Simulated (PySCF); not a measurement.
# [Lu(H2O)8]3+: other functionals and bases at one geometry

Aim: see how levels, charges and forces of [Lu(H2O)8]3+ depend on the level of theory. It is a constructed species; whether it can be made isn't addressed.

Method: several levels, as the steps say, no spin–orbit coupling; program: PySCF 2.14.0.

1 further run of the same task is left out (for a known fault of the program).

## (1) Where the work starts

25 atoms, charge 3, spin multiplicity 1.

Bond lengths: Lu1–O2 2.385 Å, Lu1–O5 2.385 Å, Lu1–O8 2.385 Å, Lu1–O11 2.385 Å, Lu1–O14 2.385 Å, Lu1–O17 2.385 Å, Lu1–O20 2.385 Å, Lu1–O23 2.385 Å, O2–H3 0.972 Å, O2–H4 0.971 Å, O5–H6 0.972 Å, O5–H7 0.971 Å, O8–H9 0.972 Å, O8–H10 0.971 Å, O11–H12 0.972 Å, O11–H13 0.971 Å, O14–H15 0.971 Å, O14–H16 0.972 Å and more. Angles: O2–Lu1–O5 74.8°, O2–Lu1–O8 118.4°, O2–Lu1–O11 74.8°, O2–Lu1–O14 74.9°, O2–Lu1–O17 141.6°, O2–Lu1–O20 141.6°, O2–Lu1–O23 74.9°, O5–Lu1–O8 74.8°, O5–Lu1–O11 118.4°, O5–Lu1–O14 74.9°, O5–Lu1–O17 74.9°, O5–Lu1–O20 141.6°, O5–Lu1–O23 141.6°, O8–Lu1–O11 74.8°, O8–Lu1–O14 141.6°, O8–Lu1–O17 74.9°, O8–Lu1–O20 74.9°, O8–Lu1–O23 141.6° and more.

Coordinates:

```tsv
atom	x (Å)	y (Å)	z (Å)
Lu1	0.0000	0.0000	0.0000
O2	2.0492	0.0001	1.2205
H3	2.2317	0.0001	2.1749
H4	2.9274	0.0001	0.8057
O5	-0.0001	2.0492	1.2205
H6	-0.0001	2.2317	2.1749
H7	-0.0001	2.9274	0.8057
O8	-2.0492	-0.0001	1.2205
H9	-2.2317	-0.0001	2.1749
H10	-2.9274	-0.0001	0.8057
O11	0.0001	-2.0492	1.2205
H12	0.0001	-2.2317	2.1749
H13	0.0001	-2.9274	0.8057
O14	1.4490	1.4491	-1.2205
H15	2.0699	2.0701	-0.8057
H16	1.5780	1.5781	-2.1749
O17	-1.4491	1.4490	-1.2205
H18	-2.0701	2.0699	-0.8057
H19	-1.5781	1.5780	-2.1749
O20	-1.4490	-1.4491	-1.2205
H21	-2.0699	-2.0701	-0.8057
H22	-1.5780	-1.5781	-2.1749
O23	1.4491	-1.4490	-1.2205
H24	2.0701	-2.0699	-0.8057
H25	1.5781	-1.5780	-2.1749
```

Formal oxidation states: Lu +3. Each metal's 14 4f electrons lie in its core potential, so multiplicities, spins and levels count the valence alone. An earlier session relaxed this geometry at PBE0, Lu lcecp-1-SVP with ECP60, O def2-SVP, H def2-SVP (singlet, point group D4d). Its vibrations showed it to be a saddle point, relaxed within its symmetry.

At PBE0 on the finer grid: E = -649.584943 Eh, HOMO -20.77 eV, LUMO -12.09 eV, Mulliken charge on Lu1 +0.90 e, largest force component 0.003 eV/Å. 

Levels to run: TPSS; revPBE; r2SCAN; B3LYP. Hardware: 4 threads of Intel Xeon Platinum 8259CL at 2.50GHz (Skylake/Cascade Lake), shared host.

## (2) TPSS

run.py (the lines that set the calculation)

```python
mol = gto.M(atom='''
Lu     0.00000     0.00000     0.00000
O      2.04922     0.00006     1.22053
H      2.23167     0.00007     2.17486
H      2.92744     0.00009     0.80573
O     -0.00006     2.04922     1.22053
H     -0.00007     2.23167     2.17486
H     -0.00009     2.92744     0.80573
O     -2.04922    -0.00006     1.22053
H     -2.23167    -0.00007     2.17486
H     -2.92744    -0.00009     0.80573
O      0.00006    -2.04922     1.22053
H      0.00007    -2.23167     2.17486
H      0.00009    -2.92744     0.80573
O      1.44897     1.44906    -1.22053
H      2.06995     2.07007    -0.80573
H      1.57798     1.57808    -2.17486
O     -1.44906     1.44897    -1.22053
H     -2.07007     2.06995    -0.80573
H     -1.57808     1.57798    -2.17486
O     -1.44897    -1.44906    -1.22053
H     -2.06995    -2.07007    -0.80573
H     -1.57798    -1.57808    -2.17486
O      1.44906    -1.44897    -1.22053
H      2.07007    -2.06995    -0.80573
H      1.57808    -1.57798    -2.17486''',
    basis={'Lu': 'lcecp-1-SVP', 'O': 'def2-SVP', 'H': 'def2-SVP'},
    ecp={'Lu': 'lcecp-1-SVP'},
    charge=3, spin=0)
mf = dft.RKS(mol, xc='TPSS')
mf.grids.atom_grid = (75, 302)  # f atoms: unpruned, at least (60, 302)
mf = mf.density_fit()  # fitting sets: Lu AutoAux, O def2-universal-JKFIT, H def2-universal-JKFIT
mf.conv_tol = 1e-08; mf.max_cycle = 55
mf.kernel(dm0)  # dm0: the density of the relaxed state
```

On the command line:

```console
> OMP_NUM_THREADS=4 python run.py
```

## (3) revPBE

Changes to run.py (the lines that set the calculation) since step 2:

```diff
@@ -29,3 +29,3 @@
     charge=3, spin=0)
-mf = dft.RKS(mol, xc='TPSS')
+mf = dft.RKS(mol, xc='PBE_R,PBE')
 mf.grids.atom_grid = (75, 302)  # f atoms: unpruned, at least (60, 302)
```

## (4) r2SCAN

Changes to run.py (the lines that set the calculation) since step 3:

```diff
@@ -29,3 +29,3 @@
     charge=3, spin=0)
-mf = dft.RKS(mol, xc='PBE_R,PBE')
+mf = dft.RKS(mol, xc='R2SCAN')
 mf.grids.atom_grid = (75, 302)  # f atoms: unpruned, at least (60, 302)
```

## (5) B3LYP

Changes to run.py (the lines that set the calculation) since step 4:

```diff
@@ -29,3 +29,3 @@
     charge=3, spin=0)
-mf = dft.RKS(mol, xc='R2SCAN')
+mf = dft.RKS(mol, xc='B3LYP')
 mf.grids.atom_grid = (75, 302)  # f atoms: unpruned, at least (60, 302)
```

**Question.** What will these runs give? Wanted: for each run, HOMO; gap; charge on Lu1; dipole; largest force.

The runs gave:

| level | state | HOMO (eV) | gap (eV) | charge on Lu1 (e) | dipole (D) | largest force (eV/Å) | basis functions | time |
| --- | --- | --- | --- | --- | --- | --- | --- | --- |
| PBE0 (relaxed here) | singlet | -20.77 | 8.68 | 0.90 | 0.00 | 0.00 | 225 | 2.1 min |
| TPSS | singlet | -18.99 | 6.20 | 0.71 | 0.00 | 0.46 | 225 | 96 s |
| revPBE | singlet | -18.82 | 5.88 | 0.68 | 0.00 | 0.48 | 225 | 53 s |
| r2SCAN | singlet | -19.34 | 6.56 | 0.90 | 0.00 | 0.17 | 225 | 100 s |
| B3LYP | singlet | -20.45 | 8.04 | 0.79 | 0.00 | 0.17 | 225 | 2.5 min |

Times are on 4 threads of Intel Xeon Platinum 8259CL at 2.50GHz (Skylake/Cascade Lake), shared host; the first row also made further properties. The dipole of a charged species depends on the origin, so these sizes hold for this origin alone.

In one basis the HOMO–LUMO gap runs from 5.88 eV (revPBE) to 8.68 eV (PBE0). The largest leftover force, 0.48 eV/Å with revPBE, stands at a geometry relaxed at another level. The Mulliken charge on Lu spans +0.68 to +0.90 e over the levels. With 4f in the core, its levels are missing from HOMO and gap. Total energies of different levels can't be compared. Spin–orbit coupling is left out throughout.
